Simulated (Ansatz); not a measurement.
# K3SbI: the cost of one run

Computed with Ansatz 0.2.0 (DFT PBE, scalar-relativistic, plane waves, PAW, unless a step's input says otherwise).

## Step 1: The starting structure

The structure is cubic, space group Pm-3m (No. 221). The conventional cell has a = 5.377 Å, b = 5.377 Å, c = 5.377 Å, α = 90.00°, β = 90.00°, γ = 90.00°. K (site symmetry 4/mmm) is surrounded by 2 I at 2.69 Å. Sb (site symmetry m-3m) is surrounded by 12 K at 3.80 Å. I (site symmetry m-3m) has 6 K at 2.69 Å as nearest neighbours.

Structure file:

```xyz
5
Lattice="5.3772 0.0000 0.0000 0.0000 5.3772 0.0000 0.0000 0.0000 5.3772" Properties=species:S:1:pos:R:3 pbc="T T T"
K     0.0000    2.6886    2.6886
K     2.6886    0.0000    2.6886
K     2.6886    2.6886    0.0000
Sb    0.0000    0.0000    0.0000
I     2.6886    2.6886    2.6886
```

Recipe of the guess: species swapped into a database cell of Mn3GaC (Pm-3m, No. 221), with K on the Mn sites, Sb on the Ga sites and I on the C sites. The dimensions are guesses.

## Step 2: Probe: one point on a coarse mesh

input.yaml reads:

```yaml
crystal:
  lattice:
    - [5.37715305, 0.0, 0.0]
    - [0.0, 5.37715305, 0.0]
    - [0.0, 0.0, 5.37715305]
  atoms:
    - { symbol: K, position: [0.0, 0.5, 0.5] }
    - { symbol: K, position: [0.5, 0.0, 0.5] }
    - { symbol: K, position: [0.5, 0.5, 0.0] }
    - { symbol: Sb, position: [0.0, 0.0, 0.0] }
    - { symbol: I, position: [0.5, 0.5, 0.5] }
basis:
  ecutwfc: 420
kpoints:
  mp_grid: { grid: [4, 4, 4] }
hamiltonian:
  xc: pbe
scf:
  occupations: { method: gaussian, width: 0.1 }
  lower_state_search: "off"
output:
  forces: true
  stress: true
  eigenvalues: true
```

The run is started by

```sh
ansatz run input.yaml --threads 1 --pin off --max-ram 2048MiB --backend cpu --events-out ev --progress --plain --runs-dir out
```

**Question.** How long does this run take on 1 thread of Arm Neoverse V2, shared host, and how much memory does it need?

About 3.7 s, with a peak of 0.38 GiB.
